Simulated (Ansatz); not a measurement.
# GeH₃− (triplet): the correlation ladder at distance Ge1–H4 = 2.739 Å, aug-cc-pVDZ

One table from this session's results is given with a row withheld; the runs are named, their logs left out.

The runs use Ansatz 0.2.0, Gaussian basis; aug-cc-pVDZ, core rule «outside noble gas», up to 14 orbitals frozen.

To be run: UHF; CCSD(T) on ROHF; CCSD(T) on UHF; BCCD(T) on ROHF; CISD; CCSDT(Q) on ROHF; CCSDT(Q) on UHF; CASSCF and MRCISD+Q, 4 electrons in 4 orbitals; CASSCF and NEVPT2, 4 electrons in 4 orbitals; CASSCF and MRCISD+Q, 8 electrons in 7 orbitals; CASSCF and NEVPT2, 8 electrons in 7 orbitals.

24 further runs of the same task are left out: 8 for a known fault of the program, 1 for a mislabelled method, 13 that didn't finish, 2 set aside as unsound or not needed.

**What is computed**

The geometry derives from a PBE0/def2-TZVPD stationary point (not a proven minimum). One bond is set to the value named and the two fragments are kept rigid. No spin-orbit coupling is included. The filled d shell of Ge may be among the frozen orbitals whatever the setting's name suggests; the logs give the count.

4 atoms, charge -1, spin multiplicity 3.

Atoms are counted from 1 here; the program's logs count them from 0.

Bond lengths: Ge1–H2 1.687 Å, Ge1–H3 1.687 Å. Angles: H2–Ge1–H3 120.0°.

Coordinates:

```xyz
4

Ge    0.0067    0.0123    0.0000
H     1.6926    0.0588   -0.0065
H    -0.8765    1.4491    0.0119
H    -1.2970   -2.3965   -0.0087
```

Set-up of the first run:

Input file in.yaml:

```yaml
crystal:
  periodic: [false, false, false]
  atoms:
    - {symbol: Ge, position_ang: [0.006673, 0.012330, 0.000045]}
    - {symbol: H, position_ang: [1.692578, 0.058817, -0.006455]}
    - {symbol: H, position_ang: [-0.876506, 1.449109, 0.011945]}
    - {symbol: H, position_ang: [-1.296969, -2.396521, -0.008725]}
basis:
  gaussian: {orbitals: aug-cc-pVDZ}
total_charge: -1
magnetization: {spin_polarized: true, initial_magnetization: 2}
hamiltonian: {xc: hf}
output: {orbitals: {seedname: orbitals}}
```

Launch:

```bash
ansatz run in.yaml --threads 1 --pin off --events-out ev --progress --plain --max-ram 2393MiB
```

Steps of the session up to this table: UHF; CCSD(T) on ROHF; CCSD(T) on UHF; BCCD(T) on ROHF; CISD; CCSDT(Q) on ROHF; CCSDT(Q) on UHF; CASSCF and MRCISD+Q, 4 electrons in 4 orbitals; CASSCF and NEVPT2, 4 electrons in 4 orbitals; CASSCF and MRCISD+Q, 8 electrons in 7 orbitals; CASSCF and NEVPT2, 8 electrons in 7 orbitals.

One table of the session follows, with a row left open; its other results are not shown here.

It belongs to the step «Misses and costs». 

```
          method  from UCCSDT(Q) (kJ/mol)
            ROHF                   +400.4
             UHF                        ?
            RMP2                   +102.6
            UMP2                   +100.4
            CISD                    +43.6
           RCCSD                    +17.7
           UCCSD                    +16.3
        RCCSD(T)                     +4.6
        UCCSD(T)                     +4.1
         BCCD(T)                     +4.4
          RCCSDT                     +1.0
          UCCSDT                     +0.6
       RCCSDT(Q)                     +0.4
       UCCSDT(Q)                        0
  CASSCF valence                   +304.2
  NEVPT2 valence                    +96.6
  MRCISD valence                    +32.4
MRCISD+Q valence                     +8.9
```

Estimate the missing values for UHF.

As computed: from UCCSDT(Q) (kJ/mol): +378.2. In the column «from UCCSDT(Q) (kJ/mol)» it lies between CASSCF valence (+304.2) and ROHF (+400.4).

Left out of the table: CASSCF pair, NEVPT2 pair, MRCISD pair, MRCISD+Q pair (the active space lost an orbital or holds another state than full CI finds).

To keep in mind: Restricted and unrestricted rows rest on different reference determinants; where their highest levels disagree by more than a few hundredths of an eV, they describe different states and don't form one ladder. Warnings in the runs' records: passed over end.
